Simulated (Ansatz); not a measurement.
**CH6BSb: a ladder of functionals and wavefunction methods**

One table from this session's results is given with a row withheld; the runs are named, their logs left out.

Computed with Ansatz 0.2.0, Gaussian basis. Level: functionals in def2-TZVPP, the program's frozen cores in correlated methods.

The runs, in order: LDA (SPW92), PBE-D4, revPBE-D4, BLYP-D4, r2SCAN-D4, B97M-V, PBE0-D4, B3LYP-D4, r2SCANh-D4, r2SCAN0-D4, HSE06-D4, BHLYP-D4, CAM-B3LYP-D4, LC-ωPBE, ωB97X-V, ωB97M-V, B2PLYP, PBE-QIDH; CCSD(T)/def2-SVP; CCSD(T)/def2-TZVPP; MP2/def2-QZVPP; extrapolation to the limit; RPA on PBE.

1 further run of the same task is left out (for a known fault of the program).

### The geometry

The geometry comes from an earlier relaxation with PBE0-D4 in a triple-zeta def2 set; it is a stationary point, not always the lowest conformer. Sb takes the def2 core potential; no spin-orbit term is included.

SMILES `C[BH][SbH2]`, 9 atoms, charge 0, spin multiplicity 1.

Atoms are counted from 1 here; the program's logs count them from 0.

Bond lengths: C1–B2 1.551 Å, C1–H4 1.102 Å, C1–H5 1.095 Å, C1–H6 1.091 Å, B2–Sb3 2.227 Å, B2–H7 1.199 Å, Sb3–H8 1.703 Å, Sb3–H9 1.705 Å. Angles: B2–C1–H4 105.1°, B2–C1–H5 112.5°, B2–C1–H6 116.5°, H4–C1–H5 104.9°, H4–C1–H6 107.2°, H5–C1–H6 109.8°, C1–B2–Sb3 123.7°, C1–B2–H7 119.7°, Sb3–B2–H7 116.5°, B2–Sb3–H8 95.0°, B2–Sb3–H9 95.1°, H8–Sb3–H9 94.0°.

The first run:

Contents of in.yaml:

```yaml
crystal:
  periodic: [false, false, false]
  atoms:
    - {symbol: C, position_ang: [-0.696545, 0.976654, -0.600458]}
    - {symbol: B, position_ang: [0.386180, -0.132177, -0.547035]}
    - {symbol: Sb, position_ang: [1.415246, -0.767032, 1.323686]}
    - {symbol: H, position_ang: [-1.637767, 0.449265, -0.824524]}
    - {symbol: H, position_ang: [-0.551655, 1.662636, -1.441476]}
    - {symbol: H, position_ang: [-0.856675, 1.545286, 0.316368]}
    - {symbol: H, position_ang: [0.752715, -0.653490, -1.562157]}
    - {symbol: H, position_ang: [1.257968, -2.435018, 1.019162]}
    - {symbol: H, position_ang: [0.019032, -0.692423, 2.299233]}
basis:
  gaussian: {orbitals: def2-TZVPP}
hamiltonian: {xc: lda}
output: {orbitals: {seedname: orbitals}}
```

Command:

```sh
$ ansatz run in.yaml --threads 2 --pin off --events-out ev --progress --plain --max-ram 4352MiB
```

Steps of the session up to this table: LDA; PBE-D4 (GGA); revPBE-D4 (GGA); BLYP-D4 (GGA); r2SCAN-D4 (meta-GGA); B97M-V (meta-GGA); PBE0-D4 (hybrid); B3LYP-D4 (hybrid); r2SCANh-D4 (hybrid); r2SCAN0-D4 (hybrid); HSE06-D4 (hybrid); BHLYP-D4 (hybrid); CAM-B3LYP-D4 (range-separated); LC-ωPBE (range-separated); ωB97X-V (range-separated); ωB97M-V (range-separated); B2PLYP (double hybrid); PBE-QIDH (double hybrid).

One of the session's tables, all rows but one given; the rest of the session is left out.

It belongs to the step «Frontier levels by functional». 

```
  functional  HOMO (eV)  LUMO (eV)  gap (eV)
 LDA (SPW92)      -5.96      -2.77      3.19
      PBE-D4          ?          ?         ?
   revPBE-D4      -5.78      -2.46      3.32
     BLYP-D4      -5.69      -2.38      3.31
   r2SCAN-D4      -6.05      -2.24      3.81
      B97M-V      -6.01      -2.27      3.73
     PBE0-D4      -6.81      -1.62      5.18
    B3LYP-D4      -6.63      -1.81      4.83
  r2SCANh-D4      -6.41      -1.92      4.49
  r2SCAN0-D4      -6.95      -1.44      5.51
    HSE06-D4      -6.42      -2.00      4.42
    BHLYP-D4      -7.67      -0.58      7.08
CAM-B3LYP-D4      -8.02      -0.51      7.51
     LC-ωPBE      -9.25       0.61      9.86
     ωB97X-V      -8.95       0.52      9.47
     ωB97M-V      -8.84       0.31      9.15
```

Estimate the missing values for PBE-D4.

**Answer.** HOMO (eV): -5.83; LUMO (eV): -2.55; gap (eV): 3.28. In the column «HOMO (eV)» it lies between LDA (SPW92) (-5.96) and revPBE-D4 (-5.78).
